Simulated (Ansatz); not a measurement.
# Ba, space group P6/mmm: a comparison of norm-conserving and PAW potentials

With the Python package of Ansatz (0.2.0).

At the Python prompt:
```pycon
>>> import ansatz as az
>>> import numpy as np
>>> KGRID = (8, 8, 8)
>>> XC = "PBEsol"
>>> SMEARING = "fermi_dirac"
>>> SMEARING_WIDTH = 0.05
>>> def count_gap(report):
...     # lowest empty less highest filled band, counting bands; zero where they overlap
...     return max(report.get("gap_by_band_count_ev") or 0.0, 0.0)
...
>>> vectors = np.array([
...     [4.311614, 0.0, 0.0],
...     [-2.155807, 3.733967, 0.0],
...     [0.0, 0.0, 3.913413],
... ])
>>> ba = az.Lattice.of(vectors).atom("Ba", (0.0, 0.0, 0.0))
>>> calc = (
...     ba.calculation()
...     .kpoints(*KGRID)  # the mesh must be finer for metals
...     .functional(XC)
...     .occupations(SMEARING, width=SMEARING_WIDTH)  # the run then minimises F = E - TS
...     .stress()
...     .forces()  # minus the gradient of the free energy
...     .band_table()  # levels at the mesh points
... )
>>> variants = {
...     "PAW": calc.pseudopotentials("paw"),
...     "norm-conserving": calc.pseudopotentials("nc"),
... }
>>> # totals differ by the cores that each treatment holds, so compare what does not depend on them
>>> rows = []
>>> for label, variant in variants.items():
...     summary = variant.run().report
...     levels = np.array(summary["eigenvalues_ev"][0]) - summary["fermi_energy_ev"]
...     print(label, "levels at the first k-point near E_F:", np.round(levels[np.abs(levels) < 5], 3))
...     rows.append((label, summary["n_electrons"], np.trace(summary["stress_gpa"]) / 3, count_gap(summary)))
...
DeckWarning: basis.ecutwfc = 420 eV, auto-derived from the records' recommended cutoffs: set by Ba (normal level)
PAW levels at the first k-point near E_F: [-2.748  0.052  1.651  1.651  4.484]
DeckWarning: basis.ecutwfc = 770 eV, auto-derived from the records' recommended cutoffs: set by Ba (normal level)
norm-conserving levels at the first k-point near E_F: [-2.75   0.053  1.653  1.653  4.5  ]
>>> for row in rows:
...     print("; ".join(f"{name} = {round(v, 4) if isinstance(v, float) else v}" for name, v in zip(["treatment", "electrons in bands", "P GPa", "gap by band count eV"], row)))
...
treatment = PAW; electrons in bands = 10.0; P GPa = -0.7201; gap by band count eV = 0.0
treatment = norm-conserving; electrons in bands = 10.0; P GPa = -0.7239; gap by band count eV = 0.0
```

PAW gives -0.720 GPa and norm-conserving -0.724 GPa, 0.004 GPa apart. They took 1.7 and 4.7 s of processor time.

What to keep in mind:
- The computed bands are complete only to about 2.1 eV above the Fermi level.
- The mesh is modest for a metal, so energies can be off by several to tens of meV an atom and pressures by half a GPa or more; differences at equal mesh fare better.
- A gap by band count of zero or less means overlapping bands, a metal.
- This isn't the structure that Ba takes at ambient conditions.
- Levels are Kohn-Sham eigenvalues on this mesh, without spin-orbit coupling.
- Warnings are shown shortened and without file and line.
- Stress is positive in compression.
- Timing: 6.9 s on 1 thread of Arm Neoverse V2 (shared host), peak memory 0.44 GiB.
